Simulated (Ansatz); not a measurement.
**AlF2HO + H2S: a complex and its separated parts**

The complex below is one end of an elementary step. How strongly is it bound against its free parts?

The runs use Ansatz 0.2.0, Gaussian basis; PBE0-D4/def2-TZVP structures, single points in def2-TZVPP, no counterpoise correction.

Levels: SPW92, PBE-D4, BLYP-D4, r2SCAN-D4, B97M-V, PBE0-D4, B3LYP-D4, r2SCAN0-D4, BHLYP-D4, CAM-B3LYP-D4, wB97X-V, wB97M-V, B2PLYP, PBE-QIDH, RPA on PBE, Hartree-Fock, MP2, CCSD, CCSD(T).

Correlated methods freeze the cores. B3LYP uses VWN-RPA correlation. B2PLYP carries no dispersion term here.

21 further runs of the same task are left out: 21 set aside as unsound or not needed.

### Step 1. Where the work starts

The complex: 8 atoms, charge 0, spin multiplicity 1.

Atoms are counted from 1 here; the program's logs count them from 0.

Bond lengths: Al1–O2 1.696 Å, Al1–F3 1.656 Å, Al1–F4 1.655 Å, Al1–S6 2.482 Å, O2–H7 0.955 Å, H5–S6 1.345 Å, S6–H8 1.345 Å. Angles: O2–Al1–F3 120.5°, O2–Al1–F4 117.0°, O2–Al1–S6 99.6°, F3–Al1–F4 116.5°, F3–Al1–S6 98.7°, F4–Al1–S6 96.4°, Al1–O2–H7 122.6°, Al1–S6–H5 93.2°, Al1–S6–H8 95.7°, H5–S6–H8 92.8°.

Geometry (Å):

```xyz
8
AlF2H3OS
Al   -0.15995    0.72158   -0.36765
O     1.44600    0.67848   -0.91117
F    -1.41338    0.64305   -1.44638
F    -0.45188    1.52862    1.04771
H     0.59359   -1.33062    1.52079
S    -0.33624   -1.56631    0.57813
H     1.67390    0.61108   -1.83593
H    -1.35185   -1.28597    1.41459
```

Its parts: AlF2HO holds atoms 1, 2, 3, 4, 7; H2S holds atoms 5, 6, 8. Each part counts its atoms afresh in its own runs.

### Step 2. Relaxing AlF2HO alone

File relax-a/in.yaml:

```yaml
crystal:
  periodic: [false, false, false]
  atoms:
    - {symbol: Al, position_ang: [-0.159949, 0.721577, -0.367646]}
    - {symbol: O, position_ang: [1.445996, 0.678475, -0.911174]}
    - {symbol: F, position_ang: [-1.413375, 0.643049, -1.446377]}
    - {symbol: F, position_ang: [-0.451881, 1.528624, 1.047712]}
    - {symbol: H, position_ang: [1.673905, 0.611078, -1.835925]}
basis:
  gaussian: {orbitals: def2-TZVP}
hamiltonian: {xc: pbe0, dispersion: d4}
relax: {f_tol: 0.005, max_steps: 200}
```

No record of the launch command was kept for these runs.

The runs that follow: Relaxing H2S alone; wB97M-V/def2-TZVPP; CCSD(T)/def2-TZVPP; Vibrations of AlF2HO; Vibrations of H2S.

**Question.** What will these runs give? Wanted: complex less parts, CCSD(T)/def2-TZVPP; with zero-point energy; largest T1 diagnostic.

**Answer**, as computed:

```
                              quantity      value
complex less parts, CCSD(T)/def2-TZVPP  -0.708 eV
                with zero-point energy  -0.630 eV
                 largest T1 diagnostic      0.013
```

In words: At CCSD(T) the complex lies 0.708 eV below its parts. Among the functionals BLYP-D4 lands nearest to CCSD(T) (+0.009 eV) and SPW92 farthest (-0.275 eV). Mean unsigned error by rung: LDA 0.275, GGA 0.046, meta-GGA 0.067, hybrid 0.075, range-separated hybrid 0.056, double hybrid 0.050 eV. PBE-D4 gives a relative energy 0.083 eV too low, outside chemical accuracy (1 kcal/mol, 0.043 eV). No counterpoise was applied, and triple zeta lacks some correlation, so the CCSD(T) reference has a basis error of its own, and close matches with it are partly luck.
